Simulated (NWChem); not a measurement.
# One shape, several levels: BNH3F3 (SMILES [NH3+][B-](F)(F)F)

Wanted: a comparison of 5 runs (BLYP/cc-pVDZ, PBE/cc-pVDZ, SVWN5/cc-pVDZ, revPBE/cc-pVDZ, CCSD(T)/cc-pVDZ) of BNH3F3. 

Program for the calculation: NWChem 7.3.0.

## Step 1: The structure to begin with

BNH3F3: 8 atoms, total charge 0, spin state singlet. SMILES: `[NH3+][B-](F)(F)F`. Geometry: relaxed at PBE0-D4/def2-TZVP.

Bond lengths: N1–B2 1.674 Å, B2–F3 1.368 Å, B2–F4 1.368 Å, B2–F5 1.368 Å, N1–H6 1.015 Å, N1–H7 1.015 Å, N1–H8 1.015 Å. Some angles: N1–B2–F3 104.1°, N1–B2–F4 104.1°, N1–B2–F5 104.1°, F3–B2–F4 114.2°, F3–B2–F5 114.2°, F4–B2–F5 114.2°, B2–N1–H6 110.1°, B2–N1–H7 110.1°, B2–N1–H8 110.1°, H6–N1–H7 108.9°.

## Step 2: Energy and forces at BLYP/cc-pVDZ (run 1)

bf3h3n.nw reads:

```
start bf3h3n
title "BF3H3N"
memory total 2200 mb

geometry units angstrom noautosym nocenter noautoz
  N       -0.501800      -0.052400       0.645700
  B        0.531500       0.038700      -0.668100
  F        1.521100      -0.860400      -0.378100
  F       -0.251400      -0.312100      -1.733900
  F        0.943600       1.343300      -0.679400
  H       -1.280300       0.587300       0.522000
  H       -0.006300       0.194600       1.496700
  H       -0.864300      -0.996100       0.739300
end

basis spherical bse
  * library cc-pVDZ
end

dft
  xc becke88 lyp
  grid xfine
  convergence energy 1e-08
  iterations 100
  mulliken
  noprint "final vectors analysis"
end

task dft gradient
```

Started as:

```sh
$ nwchem bf3h3n.nw > bf3h3n.out
```

What it wrote:

```text
[...]
          Wavefunction type:  closed shell.
          No. of atoms     :     8
          No. of electrons :    42
[...]
          Charge           :     0
          Spin multiplicity:     1
[...]
          AO basis - number of functions:    85
[...]
              XC Information
              --------------
                    Becke 1988 Exchange Functional  1.000
              Lee-Yang-Parr Correlation Functional  1.000
[...]
 d= 0,ls=0.0,diis     1   -380.9590536206 -5.72D+02  1.77D-02  1.21D+00     9.3
[...]
 d= 0,ls=0.0,diis     8   -381.0883056032 -9.67D-09  3.07D-06  1.69D-07    61.4
         Total DFT energy =     -381.088305603218
      One electron energy =     -909.798222383147
           Coulomb energy =      380.885949767488
    Exchange-Corr. energy =      -43.615169938636
 Nuclear repulsion energy =      191.439136951077
[...]
      Total Density - Mulliken Population Analysis
     ---------------------------------------------
    Atom       Charge   Shell Charges
 -----------   ------   -------------------------------------------------------
    1 N    7     6.86   2.01  0.77  0.50  2.50  1.06  0.02
    2 B    5     5.00   2.02  0.53  0.03  1.55  0.43  0.44
    3 F    9     9.16   2.01  0.89  0.95  3.37  1.94  0.00
    4 F    9     9.16   2.01  0.89  0.95  3.37  1.94  0.00
    5 F    9     9.16   2.01  0.89  0.95  3.37  1.94  0.00
    6 H    1     0.89   0.72  0.11  0.06
    7 H    1     0.89   0.72  0.11  0.06
    8 H    1     0.89   0.72  0.11  0.06
[...]
  wavefunction    = closed shell
                         DFT ENERGY GRADIENTS
    atom               coordinates                        gradient
                 x          y          z           x          y          z
   1 N      -0.948265  -0.099022   1.220196   -0.003624  -0.000271   0.004519
   2 B       1.004389   0.073132  -1.262526    0.000373  -0.000000  -0.000422
   3 F       2.874462  -1.625920  -0.714505   -0.013919   0.013279  -0.005073
   4 F      -0.475077  -0.589783  -3.276596    0.012132   0.005220   0.014858
   5 F       1.783145   2.538469  -1.283880   -0.005426  -0.019105  -0.000647
   6 H      -2.419416   1.109836   0.986437    0.010446  -0.007832   0.000484
   7 H      -0.011905   0.367741   2.828353   -0.005266  -0.002961  -0.011516
   8 H      -1.633290  -1.882356   1.397074    0.005284   0.011672  -0.002203
[...]
```

Wall time 79 s (1 thread of AMD EPYC, shared host); peak memory 0.14 GiB.

## Step 3: Energy and gradient at PBE/cc-pVDZ (run 2)

m1.nw reads:

```
start m1
title "BF3H3N gradient"
memory total 2200 mb
charge 0

geometry units angstrom noautosym nocenter noautoz
  N     -0.501800    -0.052400     0.645700
  B      0.531500     0.038700    -0.668100
  F      1.521100    -0.860400    -0.378100
  F     -0.251400    -0.312100    -1.733900
  F      0.943600     1.343300    -0.679400
  H     -1.280300     0.587300     0.522000
  H     -0.006300     0.194600     1.496700
  H     -0.864300    -0.996100     0.739300
end

basis spherical bse
  * library cc-pVDZ
end

dft
  xc xpbe96 cpbe96
  grid xfine
  convergence energy 1e-08
  iterations 100
  mulliken
end

task dft gradient
```

Started as:

```sh
$ nwchem m1.nw > m1.out
```

What it wrote:

```text
[...]
          Wavefunction type:  closed shell.
          No. of atoms     :     8
          No. of electrons :    42
[...]
          Charge           :     0
          Spin multiplicity:     1
[...]
          AO basis - number of functions:    85
[...]
              XC Information
              --------------
          PerdewBurkeErnzerhof Exchange Functional  1.000
            Perdew 1991 LDA Correlation Functional  1.000 local
           PerdewBurkeErnz. Correlation Functional  1.000 non-local
[...]
 d= 0,ls=0.0,diis     1   -380.6289736938 -5.72D+02  1.77D-02  1.26D+00     9.5
[...]
 d= 0,ls=0.0,diis     8   -380.7614364174 -7.97D-09  2.91D-06  1.61D-07    63.6
         Total DFT energy =     -380.761436417447
      One electron energy =     -909.715747634676
           Coulomb energy =      380.777631367353
    Exchange-Corr. energy =      -43.262457101201
 Nuclear repulsion energy =      191.439136951077
[...]
      Total Density - Mulliken Population Analysis
     ---------------------------------------------
    Atom       Charge   Shell Charges
 -----------   ------   -------------------------------------------------------
    1 N    7     6.91   2.01  0.76  0.53  2.48  1.12  0.01
    2 B    5     4.99   2.02  0.54  0.03  1.55  0.40  0.45
    3 F    9     9.16   2.01  0.89  0.96  3.36  1.95  0.00
    4 F    9     9.16   2.01  0.89  0.96  3.36  1.95  0.00
    5 F    9     9.16   2.01  0.89  0.96  3.36  1.95  0.00
    6 H    1     0.87   0.71  0.10  0.06
    7 H    1     0.87   0.71  0.10  0.06
    8 H    1     0.87   0.71  0.10  0.06
[...]
  wavefunction    = closed shell
                         DFT ENERGY GRADIENTS
    atom               coordinates                        gradient
                 x          y          z           x          y          z
   1 N      -0.948265  -0.099022   1.220196   -0.005154  -0.000406   0.006463
   2 B       1.004389   0.073132  -1.262526    0.001785   0.000124  -0.002217
   3 F       2.874462  -1.625920  -0.714505   -0.012162   0.011763  -0.004686
   4 F      -0.475077  -0.589783  -3.276596    0.010887   0.004632   0.012949
   5 F       1.783145   2.538469  -1.283880   -0.004647  -0.016888  -0.000769
   6 H      -2.419416   1.109836   0.986437    0.009591  -0.007325   0.000655
   7 H      -0.011905   0.367741   2.828353   -0.005072  -0.002777  -0.010542
   8 H      -1.633290  -1.882356   1.397074    0.004770   0.010876  -0.001853
[...]
```

It took 82 s on 1 thread of AMD EPYC, shared host; peak memory 0.14 GiB.

Runs 3 to 4 aren't shown in full; the table further down has their settings and results.

## Step 4: The energy at CCSD(T)/cc-pVDZ (run 5)

work.xyz reads:

```xyz
8
BF3H3N
N     -0.501800    -0.052400     0.645700
B      0.531500     0.038700    -0.668100
F      1.521100    -0.860400    -0.378100
F     -0.251400    -0.312100    -1.733900
F      0.943600     1.343300    -0.679400
H     -1.280300     0.587300     0.522000
H     -0.006300     0.194600     1.496700
H     -0.864300    -0.996100     0.739300
```

work.nw reads:

```
start work
title "BF3H3N"
memory total 2200 mb
charge 0
geometry units angstrom noautosym nocenter noautoz
load work.xyz
end
basis "ao basis" spherical bse
* library cc-pVDZ
end
scf
thresh 1e-08
maxiter 80
print medium
end
ccsd
freeze core 5
maxiter 60
end
task ccsd(t) energy
```

Started as:

```sh
$ nwchem work.nw > work.out
```

What it wrote:

```text
[...]
  functions       =    85
[...]
  wavefunction    = RHF
[...]
         Total SCF energy =   -379.432738117204
      One-electron energy =   -909.554327366014
      Two-electron energy =    338.682452297733
 Nuclear repulsion energy =    191.439136951077
        Time for solution =     40.5s
[...]
 Total MP2 energy:           -380.260796085290053
[...]
             energy      energy      error      ampl     ampl      Block
                                                time     time      time
[...]
 Total CCSD energy:           -380.282159036184225
[...]
 Total CCSD+T(CCSD) energy:           -380.298621229634477
[...]
 Total CCSD(T) energy:                -380.297220233313794
[...]
```

Wall time 6.3 min (1 thread of AMD EPYC, shared host); peak memory 0.28 GiB.

## Step 5: All runs side by side

```
run            level      task  integration grid  energy (Eh)  dipole moment (D)  largest force (eV/Å)  wall time
  1     BLYP/cc-pVDZ  gradient             xfine  -381.088306               6.07                 1.023       79 s
  2      PBE/cc-pVDZ  gradient             xfine  -380.761436               6.09                 0.903       82 s
  3    SVWN5/cc-pVDZ  gradient             xfine  -378.522756               6.18                 0.940       50 s
  4   revPBE/cc-pVDZ  gradient             xfine  -381.020210               6.07                 1.193       77 s
  5  CCSD(T)/cc-pVDZ    energy                 –  -380.297220                  –                     –    6.3 min
```

## Step 6: Outcome

```
                                          quantity          value
                               run 5: total energy  -380.29722 Eh
        run 5: HOMO energy (Hartree–Fock orbitals)      -14.96 eV
        run 5: LUMO energy (Hartree–Fock orbitals)        3.55 eV
      run 5: HOMO–LUMO gap (Hartree–Fock orbitals)       18.51 eV
run 5: correlation energy (5 core orbitals frozen)     -864.5 mEh
                             run 5: (T) correction     -15.06 mEh
```

Over runs 1, 2, 3, 4 the dipole moment (its size) runs from 6.07 D (revPBE/cc-pVDZ) to 6.18 D (SVWN5/cc-pVDZ). Over runs 2, 3, 4 the HOMO–LUMO gap runs from 7.03 eV (revPBE/cc-pVDZ) to 7.15 eV (SVWN5/cc-pVDZ). Totals of different functionals can't be ranked against each other. All runs together took 11 min, the longest 6.3 min.
